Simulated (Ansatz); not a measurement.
# In3As: the cost of one run

Method: DFT PBE, scalar-relativistic, plane waves, PAW, in Ansatz 0.2.0.

## (1) The structure to begin with

It takes space group Im-3m (No. 229, cubic). The conventional cell has a = 6.132 Å, b = 6.132 Å, c = 6.132 Å, α = 90.00°, β = 90.00°, γ = 90.00°. In (site symmetry 4/mmm) has 4 In at 3.07 Å and 2 As at 3.07 Å as nearest neighbours. As (site symmetry m-3m) has 6 In at 3.07 Å as nearest neighbours.

As a file:

```xyz
4
Lattice="-3.0658 3.0658 3.0658 3.0658 -3.0658 3.0658 3.0658 3.0658 -3.0658" Properties=species:S:1:pos:R:3 pbc="T T T"
In    3.0658    0.0000    0.0000
In    0.0000    3.0658    0.0000
In    0.0000    0.0000    3.0658
As    0.0000    0.0000    0.0000
```

The cell is invented: random cell by space group and Wyckoff sites (Im-3m, No. 229). Lengths come from tabulated atomic sizes and are only a guess.

## (2) A first look at the guess

Input file input.yaml:

```yaml
crystal:
  lattice:
    - [-3.06577572, 3.06577572, 3.06577572]
    - [3.06577572, -3.06577572, 3.06577572]
    - [3.06577572, 3.06577572, -3.06577572]
  atoms:
    - { symbol: In, position: [0.0, 0.5, 0.5] }
    - { symbol: In, position: [0.5, 0.0, 0.5] }
    - { symbol: In, position: [0.5, 0.5, 0.0] }
    - { symbol: As, position: [0.0, 0.0, 0.0] }
basis:
  ecutwfc: 420
kpoints:
  mp_grid: { grid: [4, 4, 4] }
hamiltonian:
  xc: pbe
scf:
  occupations: { method: gaussian, width: 0.1 }
  lower_state_search: "off"
output:
  forces: true
  stress: true
  eigenvalues: true
```

Launch:

```bash
ansatz run input.yaml --threads 1 --pin off --max-ram 2560MiB --backend cpu --events-out ev --progress --plain --runs-dir out
```

**Question.** How long does this run take on 1 thread of Intel Xeon 6975P-C (Granite Rapids), shared host, and how much memory does it need?

About 1.2 s, with a peak of 0.42 GiB.
